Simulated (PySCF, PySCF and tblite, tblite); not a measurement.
# C₉H₁₃N: conformers and averaged spectra, part 2 of 2

PySCF and tblite. Atoms count from 0.

### Step 6. Shieldings, conformer 1: B97-D/pcSseg-1 in dimethylsulfoxide

The job: settings as JSON, then the geometry in Å.

```
{"job": {"xc": "B97-D", "basis": "pcSseg-1", "solvent": "dimethylsulfoxide", "kind": "nmr", "pop": false}, "charge": 0, "multiplicity": 1}
C      2.440558    -0.707493     0.795317
C      1.799704    -0.789374    -0.592629
N      0.765935     0.197882    -0.802995
C      1.216059     1.518013    -1.179464
C     -0.482674     0.053262    -0.232501
C     -0.900462    -1.148742     0.355699
C     -2.171866    -1.287990     0.875110
C     -3.075869    -0.241018     0.838785
C     -2.679418     0.953878     0.265350
C     -1.411055     1.103857    -0.259304
H      3.197631    -1.479489     0.906289
H      1.685994    -0.841419     1.566646
H      2.909878     0.263167     0.938469
H      2.566387    -0.638071    -1.358179
H      1.381623    -1.785236    -0.754102
H      1.178926     2.225748    -0.343096
H      0.604703     1.910087    -1.995742
H      2.243804     1.457966    -1.531048
H     -0.235378    -1.994807     0.416975
H     -2.455635    -2.231191     1.320529
H     -4.067156    -0.353886     1.250464
H     -3.365693     1.788179     0.225926
H     -1.150748     2.053664    -0.696420
```

The program printed:

```text
coarse grid: 18896 points
cycle   1  E = -404.9986674677  dE =  1.149e+00  |g| = 6.223e-01  |ddm| = 4.605e+00
cycle   2  E = -404.9167682898  dE =  8.190e-02  |g| = 8.403e-01  |ddm| = 1.426e+00
cycle   3  E = -405.1054775539  dE = -1.887e-01  |g| = 1.320e-01  |ddm| = 8.695e-01
cycle   4  E = -405.1090563457  dE = -3.579e-03  |g| = 6.006e-02  |ddm| = 1.900e-01
cycle   5  E = -405.1100151342  dE = -9.588e-04  |g| = 9.055e-03  |ddm| = 7.459e-02
cycle   6  E = -405.1100294742  dE = -1.434e-05  |g| = 4.967e-03  |ddm| = 1.167e-02
cycle   7  E = -405.1100354000  dE = -5.926e-06  |g| = 6.643e-04  |ddm| = 4.621e-03
final grid: 181704 points
cycle   8  E = -405.1614315711  dE = -1.705e-04  |g| = 1.055e-02  |ddm| = 7.878e-02
cycle   9  E = -405.1613938848  dE =  3.769e-05  |g| = 1.620e-02  |ddm| = 2.726e-02
cycle  10  E = -405.1614555734  dE = -6.169e-05  |g| = 3.811e-03  |ddm| = 1.896e-02
cycle  11  E = -405.1614591309  dE = -3.557e-06  |g| = 5.183e-04  |ddm| = 3.933e-03
cycle  12  E = -405.1614591835  dE = -5.262e-08  |g| = 2.240e-04  |ddm| = 6.340e-04
cycle  13  E = -405.1614591955  dE = -1.197e-08  |g| = 9.051e-05  |ddm| = 2.973e-04
cycle  14  E = -405.1614591977  dE = -2.199e-09  |g| = 1.600e-05  |ddm| = 9.222e-05
cycle  15  E = -405.1614591977  dE = -6.037e-11  |g| = 5.377e-06  |ddm| = 1.539e-05
converged SCF energy = -405.1614591977

GIAO shielding tensors (ppm)
atom      isotropic    diamagn.    paramagn.     s11        s22        s33       span
  0 C      171.138     249.202     -78.063    154.514    175.797    183.103     28.589
  1 C      131.074     247.524    -116.451    106.639    123.206    163.377     56.738
  2 N      171.605     333.053    -161.448    129.243    171.591    213.980     84.737
  3 C      140.988     247.483    -106.495    116.087    130.199    176.678     60.591
  4 C       36.823     254.687    -217.864    -31.543      1.601    140.412    171.955
  5 C       72.146     256.546    -184.400    -11.737     56.743    171.433    183.170
  6 C       54.213     252.212    -197.999    -51.960     45.794    168.805    220.765
  7 C       68.835     254.231    -185.396    -28.987     63.268    172.225    201.212
  8 C       53.564     252.088    -198.525    -53.054     45.032    168.712    221.766
  9 C       71.917     255.828    -183.911    -15.519     61.380    169.891    185.410
 10 H       31.076      28.525       2.551     27.163     27.665     38.398     11.235
 11 H       30.463      33.106      -2.643     24.886     32.139     34.364      9.478
 12 H       30.716      31.128      -0.412     26.124     30.095     35.928      9.804
 13 H       28.453      30.905      -2.453     23.372     28.499     33.487     10.115
 14 H       27.685      32.627      -4.943     24.233     26.614     32.208      7.975
 15 H       28.842      32.086      -3.244     25.293     26.439     34.794      9.501
 16 H       28.366      30.734      -2.368     24.101     25.975     35.023     10.922
 17 H       28.724      30.666      -1.942     24.014     28.152     34.005      9.991
 18 H       24.983      35.722     -10.739     20.102     23.935     30.912     10.810
 19 H       24.490      30.724      -6.234     21.165     24.860     27.445      6.280
 20 H       25.126      29.731      -4.605     22.077     26.339     26.963      4.887
 21 H       24.447      30.147      -5.701     21.197     24.848     27.295      6.097
 22 H       25.218      34.874      -9.656     20.453     24.371     30.831     10.378
```

Run time: 42 s. Hardware: 1 thread of Arm Neoverse V1, shared host; peak memory 1.1 GiB.

This run: HOMO -4.47 eV, LUMO -0.82 eV; dipole 3.06 D.

### Step 7. Single-point energy, conformer 1: TPSS/cc-pVDZ in dimethylsulfoxide

The job, as its differences from that of step 6:

```diff
@@ -1,2 +1,2 @@
-{"job": {"xc": "B97-D", "basis": "pcSseg-1", "solvent": "dimethylsulfoxide", "kind": "nmr", "pop": false}, "charge": 0, "multiplicity": 1}
+{"job": {"xc": "TPSS", "basis": "cc-pVDZ", "solvent": "dimethylsulfoxide", "kind": "sp"}, "charge": 0, "multiplicity": 1}
 C      2.440558    -0.707493     0.795317
```

The program printed:

```text
coarse grid: 83880 points
cycle   1  E = -405.5328885755  dE =  1.194e+00  |g| = 5.737e-01  |ddm| = 9.691e+00
cycle   2  E = -405.4790335543  dE =  5.386e-02  |g| = 7.304e-01  |ddm| = 2.772e+00
cycle   3  E = -405.6242558011  dE = -1.452e-01  |g| = 1.417e-01  |ddm| = 1.411e+00
cycle   4  E = -405.6287600427  dE = -4.504e-03  |g| = 5.820e-02  |ddm| = 3.016e-01
cycle   5  E = -405.6296711935  dE = -9.112e-04  |g| = 9.648e-03  |ddm| = 9.883e-02
cycle   6  E = -405.6296898530  dE = -1.866e-05  |g| = 4.634e-03  |ddm| = 2.142e-02
cycle   7  E = -405.6296951983  dE = -5.345e-06  |g| = 4.930e-04  |ddm| = 7.401e-03
final grid: 181704 points
cycle   8  E = -405.6300775615  dE = -1.712e-07  |g| = 7.434e-04  |ddm| = 7.942e-03
cycle   9  E = -405.6300773249  dE =  2.366e-07  |g| = 1.202e-03  |ddm| = 3.145e-03
cycle  10  E = -405.6300777020  dE = -3.772e-07  |g| = 1.294e-04  |ddm| = 1.964e-03
cycle  11  E = -405.6300777064  dE = -4.376e-09  |g| = 3.087e-05  |ddm| = 2.386e-04
cycle  12  E = -405.6300777066  dE = -2.241e-10  |g| = 8.446e-06  |ddm| = 5.466e-05
converged SCF energy = -405.6300777066
```

It took 34 s on 1 thread of Arm Neoverse V1, shared host; peak memory 1.1 GiB.

In short: HOMO -4.34 eV, LUMO -0.55 eV; dipole 2.93 D.

### Step 8. The ensemble: properties at B97-D/pcSseg-1 in dimethylsulfoxide

The job: settings as JSON, then the geometry in Å.

```
{"job": {"study": "conf", "smiles": "CCN(C)c1ccccc1", "search": {"seed": 5734, "n_embed": 90, "ff_keep": 18, "window": 3.0, "nmax": 5, "temps": [180, 230, 298.15, 330, 400], "t_ref": 298.15, "order": 0.002}, "level": {"nmr": {"xc": "B97-D", "basis": "pcSseg-1", "solvent": "dimethylsulfoxide"}, "sp": {"xc": "TPSS", "basis": "cc-pVDZ", "solvent": "dimethylsulfoxide"}, "change": "B97-D/pcSseg-1; solvent dimethylsulfoxide; energies TPSS/cc-pVDZ", "top": 4}, "kind": "conf"}, "charge": 0, "multiplicity": 1}
C      2.440558    -0.707493     0.795317
C      1.799704    -0.789374    -0.592629
N      0.765935     0.197882    -0.802995
C      1.216059     1.518013    -1.179464
C     -0.482674     0.053262    -0.232501
C     -0.900462    -1.148742     0.355699
C     -2.171866    -1.287990     0.875110
C     -3.075869    -0.241018     0.838785
C     -2.679418     0.953878     0.265350
C     -1.411055     1.103857    -0.259304
H      3.197631    -1.479489     0.906289
H      1.685994    -0.841419     1.566646
H      2.909878     0.263167     0.938469
H      2.566387    -0.638071    -1.358179
H      1.381623    -1.785236    -0.754102
H      1.178926     2.225748    -0.343096
H      0.604703     1.910087    -1.995742
H      2.243804     1.457966    -1.531048
H     -0.235378    -1.994807     0.416975
H     -2.455635    -2.231191     1.320529
H     -4.067156    -0.353886     1.250464
H     -3.365693     1.788179     0.225926
H     -1.150748     2.053664    -0.696420
```

The program printed:

```text
conformer  sym    E(xTB)   E(DFT)   G(298.15 K)  weight  dipole/D
    1     C1      0.000    0.000    0.000   1.0000    2.932

mean shielding (ppm) by class
class atoms           180 K      230 K   298.15 K      330 K      400 K
  0 C  0            171.138    171.138    171.138    171.138    171.138
  1 C  1            131.074    131.074    131.074    131.074    131.074
  2 N  2            171.605    171.605    171.605    171.605    171.605
  3 C  3            140.988    140.988    140.988    140.988    140.988
  4 C  4             36.823     36.823     36.823     36.823     36.823
  5 C  5,9           72.032     72.032     72.032     72.032     72.032
  6 C  6,8           53.888     53.888     53.888     53.888     53.888
  7 C  7             68.835     68.835     68.835     68.835     68.835
  8 H  10,11,12      30.751     30.751     30.751     30.751     30.751
  9 H  13,14         28.069     28.069     28.069     28.069     28.069
 10 H  15,16,17      28.644     28.644     28.644     28.644     28.644
 11 H  18,22         25.101     25.101     25.101     25.101     25.101
 12 H  19,21         24.468     24.468     24.468     24.468     24.468
 13 H  20            25.127     25.127     25.127     25.127     25.127
```

Wall time 77 s (1 thread of Arm Neoverse V1, shared host). This counts the runs that the step sums up.

Against the first level, at 298 K (shieldings, ppm; largest changes first):

| atoms | B97-2/pcSseg-1 in chloroform | B97-D/pcSseg-1 in dimethylsulfoxide | change |
| --- | --- | --- | --- |
| N2 | 183.6 | 171.6 | -12.0 |
| C1 | 137.0 | 131.1 | -5.9 |
| C3 | 146.1 | 141.0 | -5.1 |
| C0 | 175.5 | 171.1 | -4.4 |
| C5, C9 | 73.8 | 72.0 | -1.8 |
| C7 | 69.6 | 68.8 | -0.8 |
| C4 | 37.5 | 36.8 | -0.7 |
| C6, C8 | 54.3 | 53.9 | -0.4 |
| H20 | 24.93 | 25.13 | +0.19 |
| H19, H21 | 24.28 | 24.47 | +0.19 |

Weights: from PBE0/def2-SVP in chloroform energies 1: 100 %; from TPSS/cc-pVDZ in dimethylsulfoxide energies 1: 100 % (with a dispersion term where the level has one and the same thermal terms, so they don't follow from the SCF energies alone). Times: 95 s and 77 s.

### Step 9. Summary of results

The summary covers parts 1 to 2.

| quantity | value |
| --- | --- |
| conformers | 1; the first in weight is no. 1 (C1), 100 % at 298 K |
| root-mean-square dipole | 2.55 D |
| averaged ¹³C shifts (B97-2/pcSseg-1 in chloroform) | 149.4, 132.6, 117.2, 113.0, 49.8, 40.8, 11.3 ppm |
| averaged ¹H shifts (B97-2/pcSseg-1 in chloroform) | 7.53, 6.87, 6.79, 3.63, 3.10, 1.06 ppm |

In words: The search found one conformer in the window, so the averages are its own values. Going from B97-2/pcSseg-1 in chloroform to B97-D/pcSseg-1 in dimethylsulfoxide moves N2 most, by 12.0 ppm of raw shielding.
